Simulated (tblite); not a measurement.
# Al13H14N13: the cost of one run

Computed with tblite 0.8.0 and PySCF 2.14.0 and routines of our own; the level stands in each step. Atoms count from 0.

### 1 The system as given

40 atoms, charge 0, multiplicity 1; geometry from: force field, distance geometry or constructed start.

### 2 Geometry optimisation with GFN2-xTB

The job: settings as JSON, then the geometry in Å.

```
{"job": {"kind": "relax", "xc": "GFN2-xTB", "basis": "xTB"}, "charge": 0, "multiplicity": 1}
N      6.474100     0.615700    -0.001600
Al     4.907200     1.520100    -0.006900
N      3.356700     0.615200     0.001000
Al     3.350800    -1.178100    -0.006200
N      4.909400    -2.083700     0.003400
Al     6.465900    -1.183000    -0.002600
N     -2.883800     0.619200    -0.003300
Al    -4.439300     1.520200     0.001500
N     -5.998900     0.615400    -0.000400
Al    -6.004400    -1.183300     0.001600
N     -4.444800    -2.083700    -0.002100
Al    -2.886400    -1.184500    -0.000000
N      1.789300     3.318200     0.005000
Al     0.236000     4.216900    -0.002700
N     -1.327200     3.322600     0.000200
Al    -1.326900     1.518100     0.006300
N      0.234200     0.619400     0.000900
Al     1.791600     1.514100    -0.001000
Al     0.233200    -1.180700     0.002500
N      1.795500    -2.081600     0.002700
N     -1.327300    -2.078700     0.001500
Al    -1.325900    -3.881000    -0.000200
N      0.237200    -4.777900     0.006600
Al     1.788500    -3.886800    -0.001500
Al    -2.883400     4.220100     0.000900
N     -4.448800     3.316600     0.002500
H      7.370600     1.139800    -0.000700
H      4.909800     3.058100     0.001200
H      4.911000    -3.122100    -0.002000
H      7.804000    -1.952100     0.003400
H     -6.898600     1.138100    -0.001100
H     -7.337100    -1.951200     0.000200
H     -4.443700    -3.122400    -0.001900
H      2.695400     3.836200     0.003700
H      0.235000     5.759300    -0.003300
H     -2.658200    -4.650300    -0.002900
H      0.233000    -5.822400    -0.004100
H      3.127300    -4.650000    -0.002600
H     -2.882800     5.753600    -0.000100
H     -5.348200     3.840900     0.001200
```

Run with:

```console
OMP_NUM_THREADS=4 python large_run.py task.json out
```

One launch serves the whole session: the jobs run in the order shown.

Q: Estimate the wall time and peak memory of this first job on 4 threads of Intel Xeon Platinum 8488C, shared host.

About 4.1 s, with a peak of 0.16 GiB.
